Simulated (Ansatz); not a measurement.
# AlFe: further runs on the relaxed cell

The task here is to estimate one member of a computed series from the others.

Computed with Ansatz 0.2.0 (DFT PBE, scalar-relativistic, plane waves, PAW, unless a step's input says otherwise).

1 further run of the same task is left out (set aside as unsound or not needed).

### The system as given

Symmetry: Pm-3m, No. 221, cubic system. Conventional cell: a = 2.874 Å, b = 2.874 Å, c = 2.874 Å, α = 90.00°, β = 90.00°, γ = 90.00°. Al (site symmetry m-3m) is surrounded by 8 Fe at 2.49 Å. Fe (site symmetry m-3m) is surrounded by 8 Al at 2.49 Å.

Coordinates:

```xyz
2
Lattice="2.8743 0.0000 0.0000 0.0000 2.8743 0.0000 0.0000 0.0000 2.8743" Properties=species:S:1:pos:R:3 pbc="T T T"
Al    0.0000    0.0000    0.0000
Fe    1.4372    1.4372    1.4372
```

This cell was relaxed beforehand with the same method: volume 11.87 Å³/atom, gap on the mesh none (metal), site moments up to 0.7 μB.

Set-up of the first run:

Input file input.yaml:

```yaml
crystal:
  lattice:
    - [2.8743309089, 0.0, 0.0]
    - [0.0, 2.8743309089, 0.0]
    - [0.0, 0.0, 2.8743309089]
  atoms:
    - { symbol: Al, position: [0.0, 0.0, 0.0] }
    - { symbol: Fe, position: [0.5, 0.5, 0.5], spin: 0.77 }
basis:
  ecutwfc: 420
kpoints:
  mp_grid: { grid: [14, 14, 14] }
  band_path:
    path:
      - [[0.0, 0.0, 0.0], [0.0, 0.5, 0.0], [0.5, 0.5, 0.0], [0.0, 0.0, 0.0], [0.5, 0.5, 0.5], [0.0, 0.5, 0.0]]
      - [[0.5, 0.5, 0.5], [0.5, 0.5, 0.0]]
    npoints: 14
hamiltonian:
  xc: pbe
scf:
  occupations: { method: gaussian, width: 0.1 }
  n_extra_bands: 6
output:
  forces: true
  stress: true
  eigenvalues: true
  populations: true
  dos: { projected: true, de: 0.02, nscf_kmesh: { grid: [21, 21, 21] } }
  bader: true
magnetization:
  spin_polarized: true
checkpoint:
  read: start.run
  write: ck
  compress: false
  write_wavefunctions: false
  write_every: 100000
```

Started as:

```sh
> ansatz run input.yaml --threads 1 --pin off --max-ram 2560MiB --backend cpu --events-out ev --progress --plain --runs-dir out
```

Among the steps run: Static run: bands, density of states and charges; Relaxing with PBEsol; Relaxing with LDA; Relaxing with PBE+D3(BJ).

One of the session's tables, all rows but one given; the rest of the session is left out.

It belongs to the step «Relaxed cells side by side». 

| functional | a (Å) | b (Å) | c (Å) | volume (Å³/atom) |
| --- | --- | --- | --- | --- |
| PBE | 2.874 | 2.874 | 2.874 | 11.87 |
| PBEsol | 2.845 | 2.845 | 2.845 | 11.52 |
| LDA | 2.816 | 2.816 | 2.816 | 11.16 |
| PBE+D3(BJ) | ? | ? | ? | ? |

Q: Estimate the row for PBE+D3(BJ) from the others.

**Answer.** a (Å): 2.844; b (Å): 2.844; c (Å): 2.844; volume (Å³/atom): 11.50. In the column «a (Å)» it lies between LDA (2.816) and PBEsol (2.845).

Caveats from the session: Warnings in the runs' records: stability check not made.
